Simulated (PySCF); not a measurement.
# C3H7FOSi: the cost of one run

Programs: PySCF 2.14.0, with density-fitted response routines of our own. Each step states its level of theory. These are calculated values for one molecule in the gas phase, unless marked as measured. Atoms are numbered from 0 throughout.

## Step 1: Starting geometry

13 atoms, charge 0, multiplicity 1; geometry from: GFN2-xTB. The atoms were then displaced at random by about 0.01 Å, so the start is not that level's minimum.

Bonds of the start (Å): C0–C1 1.49, C1–F2 1.35, C1–C3 1.29, C3–O4 1.36, O4–Si5 1.63, C0–H6 1.11, C0–H7 1.10, C0–H8 1.08, C3–H9 1.10, Si5–H10 1.48, Si5–H11 1.45, Si5–H12 1.45.

## Step 2: Geometry optimisation at PBE0-D3(BJ)/def2-SVP

The job: settings as JSON, then the geometry in Å.

```
{"job": {"xc": "PBE0", "basis": "def2-SVP", "d3": "d3bj", "grid": 1, "shake": 0.01, "kind": "geom"}, "charge": 0, "multiplicity": 1}
C      2.174540     0.283170     0.112830
C      1.217020    -0.782390    -0.297190
F      1.815420    -1.921740    -0.714830
C     -0.071740    -0.758280    -0.303880
O     -0.801490     0.319650     0.079450
Si    -2.405260     0.614320     0.176940
H      1.587320     1.172740     0.418340
H      2.816410     0.581920    -0.731330
H      2.783460    -0.020880     0.950520
H     -0.668250    -1.630850    -0.610970
H     -3.051300    -0.339110     1.103890
H     -3.016940     0.481430    -1.133400
H     -2.373390     1.983140     0.667760
```

The run is started by

```
> OMP_NUM_THREADS=1 python probes_run.py task.json out
```

One launch serves the whole session: the jobs run in the order shown.

**Question.** How long does this first job take on 1 thread of Arm Neoverse V1, shared host, and how much memory does it need?

About 1.7 min, with a peak of 0.52 GiB.
